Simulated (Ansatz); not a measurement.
**TiHO (quartet): the correlation ladder, def2-TZVPP**

One table from this session's results is given with a row withheld; the runs are named, their logs left out.

The runs use Ansatz 0.2.0, Gaussian basis; def2-TZVPP, core rule «outside noble gas», up to 10 orbitals frozen.

Plan: UHF; ROHF; CCSD(T) on UHF.

### The system

The geometry is a PBE0/def2-TZVP stationary point (not a proven minimum).

3 atoms, charge 0, spin multiplicity 4.

Atoms are counted from 1 here; the program's logs count them from 0.

Bond lengths: Ti1–O2 1.702 Å, Ti1–H3 1.852 Å. Angles: O2–Ti1–H3 180.0°.

The first run:

File in.yaml:

```yaml
crystal:
  periodic: [false, false, false]
  atoms:
    - {symbol: Ti, position_ang: [0.000000, 0.000000, -0.050233]}
    - {symbol: O, position_ang: [0.000000, 0.000000, -1.751733]}
    - {symbol: H, position_ang: [0.000000, 0.000000, 1.801967]}
basis:
  gaussian: {orbitals: def2-TZVPP}
magnetization: {spin_polarized: true, initial_magnetization: 3}
hamiltonian: {xc: hf}
output: {orbitals: {seedname: orbitals}}
```

Started as:

```bash
ansatz run in.yaml --threads 1 --pin off --events-out ev --progress --plain --max-ram 2816MiB --backend cpu
```

Steps of the session up to this table: UHF; ROHF; CCSD(T) on UHF.

One table of the session follows, with a row left open; its other results are not shown here.

```
  method  from UCCSD(T) (kcal/mol)
    ROHF                   +200.96
     UHF                   +195.72
    UMP2                         ?
   UCCSD                     +9.23
UCCSD(T)                         0
```

Q: Estimate the row for UMP2 from the others.

**Answer.** from UCCSD(T) (kcal/mol): +28.09. In the column «from UCCSD(T) (kcal/mol)» it lies between UCCSD (+9.23) and UHF (+195.72).

With the free atoms at the same levels and basis (separate runs), the atomisation energy is 5.781 eV at UCCSD(T), 3.219 eV at ROHF.
